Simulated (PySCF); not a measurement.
# C₉H₈: reorganisation energies

Wanted: reorganisation energies for C₉H₈ (`C#CC1=C(C#CCC)C1`).

Programs: PySCF 2.14.0, with routines of our own; each step states its level. All values are computed. Atoms count from 0.

### Step 1. The starting structure

17 atoms, charge 0, multiplicity 1; geometry from: GFN2-xTB.

### Step 2. Relaxing the molecule at HF/def2-SV(P)

What the job is given:

```
{"job": {"xc": "HF", "basis": "def2-SV(P)", "grid": 1, "kind": "geom"}, "charge": 0, "multiplicity": 1}
C     -3.813097     2.224144     0.809862
C     -3.163935     1.232368     0.589406
C     -2.461055     0.082979     0.336286
C     -1.327388    -0.566942     0.137660
C      0.037894    -0.604844     0.026694
C      1.238457    -0.695389    -0.076512
C      2.678174    -0.731083    -0.198199
C      3.259523     0.671251    -0.387292
C     -2.580926    -1.395501     0.088687
H     -4.358753     3.097910     1.004138
H      2.946438    -1.364501    -1.049983
H      3.095978    -1.188296     0.704822
H      4.343139     0.620584    -0.469126
H      3.003300     1.306743     0.457542
H      2.861726     1.126785    -1.291461
H     -2.816198    -2.056964     0.916733
H     -2.950277    -1.747214    -0.869656
```

The run is started by

```bash
OMP_NUM_THREADS=1 python excited_run.py task.json out
```

This one command runs all jobs of the session in turn.

Standard output:

```text
step   0  E = -344.97796579  max force = 0.075204
step   1  E = -344.98382379  max force = 0.011053
step   2  E = -344.98416102  max force = 0.003144
step   3  E = -344.98429796  max force = 0.003083
step   4  E = -344.98433101  max force = 0.001455
step   5  E = -344.98433694  max force = 0.000203
optimisation converged
```

Wall time 41 s (1 thread of Arm Neoverse N1, shared host); peak memory 0.54 GiB.

The steps of the relaxation:

```tsv
step	energy from step 0 (eV)	largest force component (eV/Å)
0	0.0000	3.8671
1	-0.1594	0.5684
2	-0.1686	0.1617
3	-0.1723	0.1585
4	-0.1732	0.0748
5	-0.1734	0.0104
```

Close pairs (by a distance rule), those that changed most:

```tsv
bond	before (Å)	after (Å)	change (Å)
C1–C2	1.371	1.415	+0.044
C3–C4	1.370	1.414	+0.043
C2–C3	1.322	1.288	-0.033
C5–C6	1.445	1.473	+0.027
C0–H9	1.048	1.065	+0.017
C4–C5	1.208	1.195	-0.014
C0–C1	1.206	1.193	-0.013
C2–C8	1.504	1.493	-0.010
```

The end geometry stands in the next job.

```tsv
at the end point	value
point group (found at 0.08 Å tolerance)	C1
rotational constants (GHz, main isotopes)	3.464, 0.637, 0.545
dipole moment (D)	1.32
```

### Step 3. Relaxation after adding or removing an electron (C₉H₈+ (doublet)): UKS HF/def2-SV(P)

What the job is given:

```
{"job": {"kind": "ionopt", "ions": [1], "xc": "HF", "basis": "def2-SV(P)", "grid": 1}, "charge": 1, "multiplicity": 2}
C     -3.775618     2.243804     0.811705
C     -3.175103     1.236481     0.592435
C     -2.488812     0.027171     0.332017
C     -1.387186    -0.611787     0.136284
C      0.021798    -0.625586     0.022859
C      1.211614    -0.663358    -0.076808
C      2.678818    -0.695003    -0.198816
C      3.301417     0.690682    -0.389669
C     -2.630774    -1.439838     0.091178
H     -4.306915     3.146072     1.007564
H      2.943394    -1.343659    -1.037910
H      3.088491    -1.168697     0.697314
H      4.388169     0.606473    -0.470673
H      3.070181     1.342892     0.455142
H      2.926193     1.166159    -1.298377
H     -2.867106    -2.104827     0.923785
H     -3.006570    -1.795618    -0.869792
```

Level: UKS HF/def2-SV(P) geometry optimisation of the ion from the geometry of its parent, gas phase.

Standard output:

```text
step       E/Eh        max force   <S^2>
  0    -344.70750193   0.088893   0.9292
  1    -344.71833358   0.016941   1.0313
  2    -344.71922041   0.004193   1.0279
  3    -344.71943239   0.003465   1.0248
  4    -344.71947658   0.001803   1.0249
  5    -344.71948841   0.000297   1.0253
optimisation converged
```

It took 87 s on 1 thread of Arm Neoverse N1, shared host; peak memory 0.58 GiB.

In short:

```tsv
quantity	value
geometry moved (RMSD)	0.065 Å
⟨S²⟩	1.025
```

Bonds of the start that changed most:

```tsv
bond	start (Å)	end (Å)
C2–C3	1.288	1.357
C3–C4	1.414	1.358
C1–C2	1.415	1.371
C4–C5	1.195	1.218
C0–C1	1.193	1.215
C8–C2	1.493	1.480
```

Mulliken spin populations:

C0 0.90; C1 -0.72; C2 0.56; C3 0.12; C4 -0.32; C5 0.59; C6 -0.06; C7 0.01; C8 -0.19; H9 -0.06; H10 0.02; H11 0.02; H12 0.00; H13 0.00; H14 0.00; H15 0.07; H16 0.07

### Step 4. Reorganisation energies: UKS HF/def2-SV(P)

Settings changed since step 3:

```diff
@@ -1,2 +1,2 @@
-{"job": {"kind": "ionopt", "ions": [1], "xc": "HF", "basis": "def2-SV(P)", "grid": 1}, "charge": 1, "multiplicity": 2}
+{"job": {"kind": "reorg", "ions": [1, -1], "xc": "HF", "basis": "def2-SV(P)", "grid": 1}, "charge": 0, "multiplicity": 1}
 C     -3.775618     2.243804     0.811705
```

Level: UKS HF/def2-SV(P) four-point reorganisation energy, gas phase.

Standard output:

```text
final grid: 66400 points
cycle   1  E = -344.8693868005  dE =  2.540e+00  |g| = 5.331e-01  |ddm| = 4.520e+00
cycle   2  E = -344.9726794443  dE = -1.033e-01  |g| = 1.805e-01  |ddm| = 9.829e-01
cycle   3  E = -344.9821411437  dE = -9.462e-03  |g| = 8.249e-02  |ddm| = 4.115e-01
cycle   4  E = -344.9841985412  dE = -2.057e-03  |g| = 2.124e-02  |ddm| = 1.524e-01
cycle   5  E = -344.9843229887  dE = -1.244e-04  |g| = 5.685e-03  |ddm| = 2.921e-02
cycle   6  E = -344.9843355326  dE = -1.254e-05  |g| = 1.375e-03  |ddm| = 1.062e-02
cycle   7  E = -344.9843368012  dE = -1.269e-06  |g| = 4.156e-04  |ddm| = 3.547e-03
cycle   8  E = -344.9843369193  dE = -1.181e-07  |g| = 1.257e-04  |ddm| = 1.085e-03
cycle   9  E = -344.9843369332  dE = -1.392e-08  |g| = 5.557e-05  |ddm| = 3.273e-04
cycle  10  E = -344.9843369369  dE = -3.694e-09  |g| = 3.062e-05  |ddm| = 1.455e-04
cycle  11  E = -344.9843369384  dE = -1.510e-09  |g| = 1.660e-05  |ddm| = 1.029e-04
cycle  12  E = -344.9843369388  dE = -3.722e-10  |g| = 6.914e-06  |ddm| = 5.705e-05
converged SCF energy = -344.9843369388

hole transfer: vertical 7.5329 eV, relaxation of the ion converged
  adiabatic 7.2069 eV, lambda(ion) 0.3260, lambda(parent) 0.3384, total 0.6644 eV

electron transfer: vertical -1.1825 eV, relaxation of the ion skipped
```

Wall time 18 s (1 thread of Arm Neoverse N1, shared host); peak memory 0.63 GiB.

### Step 5. Outcome

| quantity | value |
| --- | --- |
| point group | C1 |
| rotational constants (main isotopes) | 3.46, 0.64, 0.55 GHz |
| geometry moved (RMSD) (step 3, UKS HF/def2-SV(P)) | 0.065 Å |
| hole reorganisation energy (step 4, UKS HF/def2-SV(P)) | 0.6644 eV |

In words: The optimisation took 5 steps and gained 0.173 eV; among the close pairs (by a distance rule), C1–C2 changed most, from 1.371 to 1.415 Å. No frequency check was run at this level, so the end point may be a saddle. In step 3 the state is spin-contaminated. In step 3 (relaxation after adding or removing an electron), among the bonds C2–C3 changes most, from 1.288 to 1.357 Å. In step 4 the cation is spin-contaminated.
